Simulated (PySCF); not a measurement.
# C4H8Si: the cost of one run

The runs use PySCF 2.14.0, with density-fitted response routines of our own; the level of theory stands in each step. All values are computed, except where a source is named. Atoms count from 0, in the outputs and in this text.

### Step 1. Starting geometry

13 atoms, charge 0, multiplicity 1; geometry from: GFN2-xTB. The atoms were then displaced at random by about 0.01 Å, so the start is not that level's minimum.

Bonds of the start (Å): C0–C1 1.54, C1–C2 1.49, C2–C3 1.27, C3–Si4 1.89, C3–C1 1.48, C0–H5 1.07, C0–H6 1.07, C0–H7 1.10, C1–H8 1.07, C2–H9 1.07, Si4–H10 1.45, Si4–H11 1.48, Si4–H12 1.49.

### Step 2. Optimising the geometry at PBE0-D3(BJ)/def2-SVP

What the job is given:

```
{"job": {"xc": "PBE0", "basis": "def2-SVP", "d3": "d3bj", "grid": 1, "shake": 0.01, "kind": "geom"}, "charge": 0, "multiplicity": 1}
C      1.713950    -0.590900     0.714280
C      0.947550    -0.045250    -0.502680
C      0.418660     1.351500    -0.548520
C     -0.449180     0.440790    -0.380790
Si    -2.231940    -0.131710    -0.132380
H      2.761460    -0.389740     0.607510
H      1.539840    -1.638400     0.823880
H      1.362760    -0.060510     1.607860
H      1.260510    -0.506540    -1.413150
H      0.707690     2.374850    -0.623010
H     -2.613480    -0.976350    -1.247370
H     -2.273540    -0.895940     1.129390
H     -3.138470     1.051290    -0.045340
```

Started as:

```bash
> OMP_NUM_THREADS=1 python probes_run.py task.json out
```

One launch serves the whole session: the jobs run in the order shown.

Q: Estimate the wall time and peak memory of this first job on 1 thread of Arm Neoverse V1, shared host.

About 48 s, with a peak of 0.48 GiB.
